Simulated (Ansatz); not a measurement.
Geometry optimisation, DFT LDA, scalar-relativistic, plane waves, PAW in Ansatz.

Input file:

```yaml
crystal:
  lattice:
    - [5.518261, 0.0, 0.0]
    - [0.0, 7.804, 0.0]
    - [0.0, 0.0, 16.138696]
  atoms:
    - { symbol: Mn, position: [0.75, 0.25, 0.1474447], spin: 3.5 }
    - { symbol: Mn, position: [0.25, 0.25, 0.1474447], spin: 3.5 }
    - { symbol: Mn, position: [0.5, 0.0, 0.0619629], spin: 3.5 }
    - { symbol: Zn, position: [0.0, 0.0, 0.0619629] }
    - { symbol: "N", position: [0.5, 0.25, 0.0619629] }
    - { symbol: Mn, position: [0.25, 0.25, 0.3184084], spin: 3.5 }
    - { symbol: Mn, position: [0.75, 0.25, 0.3184084], spin: 3.5 }
    - { symbol: Mn, position: [0.0, 0.0, 0.2329265], spin: 3.5 }
    - { symbol: Zn, position: [0.5, 0.0, 0.2329265] }
    - { symbol: "N", position: [0.0, 0.25, 0.2329265] }
    - { symbol: Mn, position: [0.75, 0.75, 0.1474447], spin: 3.5 }
    - { symbol: Mn, position: [0.25, 0.75, 0.1474447], spin: 3.5 }
    - { symbol: Mn, position: [0.5, 0.5, 0.0619629], spin: 3.5 }
    - { symbol: Zn, position: [0.0, 0.5, 0.0619629] }
    - { symbol: "N", position: [0.5, 0.75, 0.0619629] }
    - { symbol: Mn, position: [0.25, 0.75, 0.3184084], spin: 3.5 }
    - { symbol: Mn, position: [0.75, 0.75, 0.3184084], spin: 3.5 }
    - { symbol: Mn, position: [0.0, 0.5, 0.2329265], spin: 3.5 }
    - { symbol: Zn, position: [0.5, 0.5, 0.2329265] }
    - { symbol: "N", position: [0.0, 0.75, 0.2329265] }
    - { symbol: "N", position: [0.5010018, 0.2515247, 0.4218864] }
    - { symbol: H, position: [0.5222564, 0.132015, 0.4454323] }
    - { symbol: H, position: [0.6360127, 0.3242304, 0.4454323] }
    - { symbol: H, position: [0.3447362, 0.2983288, 0.4454323] }
magnetization:
  spin_polarized: true
basis:
  ecutwfc: 420.0
kpoints:
  mp_grid: { grid: [2, 2, 1] }
hamiltonian:
  xc: lda
scf:
  occupations: { method: gaussian, width: 0.02 }
  lower_state_search: "off"
relax:
  f_tol: 0.03
  max_steps: 60
  adjacent_minimum: "off"
  constraints: [{ sites: [2, 3, 4, 12, 13, 14] }]
output:
  write_density: true
  write_potential: true
  elf: true
  volumetric_format: npy
```

Run as:

```bash
$ ansatz run input.yaml --threads 4 --pin off --max-ram 10240MiB --backend cpu --events-out ev --progress --plain --runs-dir out
```

Task: Where does it end, and by what steps?

Result: It converged. The force dipped under the threshold on the way, but the program's further checks kept it going. No Hubbard correction was used and the magnetic state wasn't searched. Limits of this set-up: coarse k mesh, thin slab, slab without dipole correction, no dispersion correction for a molecule that may bind weakly. After 15 steps the energy has fallen by 2.656 eV; H24 moved furthest, 0.87 Å.

```tsv
step	energy less start (eV)	largest force component (eV/Å)	accepted
0	0.0000	1.369	yes
1	-1.2582	1.049	yes
2	-2.1192	0.392	yes
3	-2.3120	0.455	yes
4	-2.3687	0.264	yes
5	-2.3922	0.132	yes
6	-2.4213	0.698	yes
7	-2.5840	0.532	yes
8	-2.5747	0.662	no
9	-2.6419	0.223	yes
10	-2.6493	0.115	yes
11	-2.6499	0.103	yes
12	-2.6540	0.037	yes
13	-2.6551	0.028	yes
14	-2.6556	0.039	yes
15	-2.6560	0.015	yes
```

```xyz
24
Lattice="5.5183 0.0000 0.0000 0.0000 7.8040 0.0000 0.0000 0.0000 16.1387" Properties=species:S:1:pos:R:3
Mn 4.200 1.954 2.071
Mn 1.314 1.951 2.059
Mn 2.759 0.000 1.000
Zn 0.000 0.000 1.000
N 2.759 1.951 1.000
Mn 1.568 1.977 4.412
Mn 3.970 1.969 4.489
Mn 0.002 0.011 3.344
Zn 2.769 -0.055 3.539
N -0.009 1.944 3.491
Mn 4.236 5.846 2.025
Mn 1.281 5.844 2.012
Mn 2.759 3.902 1.000
Zn 0.000 3.902 1.000
N 2.759 5.853 1.000
Mn 1.449 5.855 4.662
Mn 4.098 5.866 4.670
Mn 0.003 3.888 3.352
Zn 2.778 3.985 3.519
N 0.010 5.853 3.441
N 2.851 2.051 6.202
H 3.134 1.219 6.738
H 3.235 2.912 6.622
H 1.793 2.138 6.347
```

Whether the end is a true minimum wasn't checked by a vibrational analysis.

The run took 4.5 min on 4 threads of Intel(R) Xeon(R) 6975P-C (Granite Rapids), with other jobs on the host, peak memory 2.8 GiB.
